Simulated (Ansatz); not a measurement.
What does this script print? It uses Ansatz 0.2.0, Python API.

Script `plus_u_euaso3.py`:
```python
'''How the states of EuAsO3 follow the Hubbard U.'''

import ansatz
import numpy as np


def count_gap(report):
    # lowest empty less highest filled band, counting bands; zero where they overlap
    return max(report.get('gap_by_band_count_ev') or 0.0, 0.0)


def main() -> None:
    system = (
        ansatz.Lattice.cubic(3.99845)
        .space_group(221)
        .atom('Eu', (0.0, 0.0, 0.0))
        .atom('As', (0.5, 0.5, 0.5))
        .atom('O', (0.5, 0.5, 0.0))
        .moments(Eu=7)
    )

    setup = (
        system.calculation()
        .basis(420)
        .kpoints(6, center='gamma')
        .spin('collinear')  # spin-polarised run
        .occupations('Gaussian', width=0.05)
        .functional('pbesol')
        .band_table()  # levels at the mesh points
    )
    rows = []
    for u in [2.0, 4.0, 6.0, 8.0]:
        rep = setup.hubbard('Eu', 'f', u_eff=u).run(threads=1).report
        shell = rep['hubbard']['n_scf']
        rows.append((u, count_gap(rep), sum(shell) / len(shell), max(abs(m) for m in rep['site_moments_mub']), rep['n_iterations']))
    for row in rows:
        print('; '.join(f'{name} = {round(v, 4) if isinstance(v, float) else v}' for name, v in zip(['U_eff eV', 'gap by band count eV', 'Eu f occupation (projector)', 'largest moment muB', 'iterations'], row)))


if __name__ == '__main__':
    main()
```

Running `python plus_u_euaso3.py` prints:
```text
U_eff eV = 2.0; gap by band count eV = 0.0; Eu f occupation (projector) = 6.8025; largest moment muB = 6.6752; iterations = 23
U_eff eV = 4.0; gap by band count eV = 0.0; Eu f occupation (projector) = 6.9158; largest moment muB = 6.7786; iterations = 20
U_eff eV = 6.0; gap by band count eV = 0.0; Eu f occupation (projector) = 6.9881; largest moment muB = 6.8444; iterations = 15
U_eff eV = 8.0; gap by band count eV = 0.0; Eu f occupation (projector) = 7.0025; largest moment muB = 6.8606; iterations = 24
```

From U = 2 to 8 eV the largest site moment goes from 6.68 to 6.86 μB.

Open f shells: with a Hubbard U, without spin-orbit coupling; the state reached hangs on the start and needn't be the lowest. For a metal this k-point mesh is coarse: on a finer one energies can move by several to tens of meV an atom and pressures by half a GPa or more, differences at one mesh by less. A gap by band count of zero or less means overlapping bands, a metal. This cell is a computed structure, which may not be the phase found in nature. Levels are Kohn-Sham eigenvalues on this mesh, without spin-orbit coupling. Shell occupations and the effect of U depend on the projectors; a run with no .spin step is spin-unpolarised, and each U may end in a state that isn't the lowest. It ran for 2.3 min on 1 thread of Arm Neoverse V1, with other jobs on the host, peak memory 0.53 GiB.

(A comment or docstring line of the script was reworded after the run, the code is as it ran.)
